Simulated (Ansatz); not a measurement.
What does this script print? It uses the Python package of Ansatz (0.2.0).

`mgs.py`
```python
'''What the engine would do for MgS, without solving.'''

import warnings

import ansatz as az


def main() -> None:
    warnings.simplefilter('ignore', az.DeckWarning)

    xtal = (
        az.Lattice.of([0.0, 2.60165, 2.60165], [2.60165, 0.0, 2.60165], [2.60165, 2.60165, 0.0])
        .atom('Mg', [0.0, 0.0, 0.0])
        .atom('S', [0.5, 0.5, 0.5])
    )

    calc = xtal.calculation()
    calc = calc.basis(550)
    calc = calc.functional('PBE')
    calc = calc.kpoints(6)
    calc = calc.pseudopotentials('paw')
    calc = calc.occupations('Fixed')
    session = calc.session()
    print('features:', ', '.join(session.active_features))
    print('SCF threshold (eV):', session.dr2_threshold)
    planned = session.plan(dry_run=True)
    told = planned.describe()
    for name in ('ecut_ev', 'ecutrho_ev', 'n_bands', 'nominal_top_band', 'n_pw_range', 'fft_dense', 'fft_smooth', 'n_sym_ops', 'cell_volume_ang3'):
        print(f'{name:18s} {told[name]}')
    for notice in planned.prep()['deck_notices']:
        print('resolved:', notice['kind'])


if __name__ == '__main__':
    main()
```

```console
$ python mgs.py
features: AnyPaw, Paw, PbeFamilyXc, StepOccupations
SCF threshold (eV): 1e-07
ecut_ev            550.0
ecutrho_ev         2200.0
n_bands            12
nominal_top_band   8
n_pw_range         [1013, 1056]
fft_dense          [30, 30, 30]
fft_smooth         [30, 30, 30]
n_sym_ops          48
cell_volume_ang3   35.21896647998424
resolved: cutoff_auto_derived
resolved: n_bands_auto_derived
resolved: mixing_algorithm_auto_resolved
resolved: check_enabled
```

 Fixed occupations are right only where the crystal has a gap.
